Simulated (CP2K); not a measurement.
Cd2S:

```
Cd S
1.0
     3.96267    0.00000    0.00000
    -1.98134    3.43177    0.00000
     0.00000    0.00000    5.80919
Cd S
2 1
Direct
  0.33333 0.66667 0.93272
  0.66667 0.33333 0.57873
  0.33333 0.66667 0.36571
```

The cell comes from a database or a generator and needn't be the stable form of this composition.

Base run:

* Program: CP2K 2026.2
* Functional: PBE
* Potentials or basis: POTENTIAL_UZH Cd GTH-PBE-q12, S GTH-PBE-q6; TZVP-MOLOPT-PBE-GTH basis
* Density cutoff: 6123 eV
* k mesh: 8 × 8 × 5
* Occupations: fermi-dirac, width 0.05 eV
* Spin: no spin polarisation

Its results: band gap on the k mesh 0.24 eV, indirect (least direct gap 0.57 eV); pressure 0.2 GPa; largest force 0.052 eV/Å.

**Question.** The run is repeated on the same cell with these changes: functional from PBE to PBEsol. What comes out?

**Answer.** Band gap on the k mesh 0.23 eV, indirect (least direct gap 0.57 eV); pressure -2.5 GPa; largest force 0.115 eV/Å.

PBEsol binds more tightly than PBE, so the same cell stands under less pressure.

Caveats: an odd mesh through Γ misses points on the zone boundary, where band edges often lie; the basis of atomic orbitals isn't converged, which shifts pressures, moduli and gaps; the potentials were made for another functional, which shifts forces and pressure (some runs).

Not every run made on this cell is shown here.
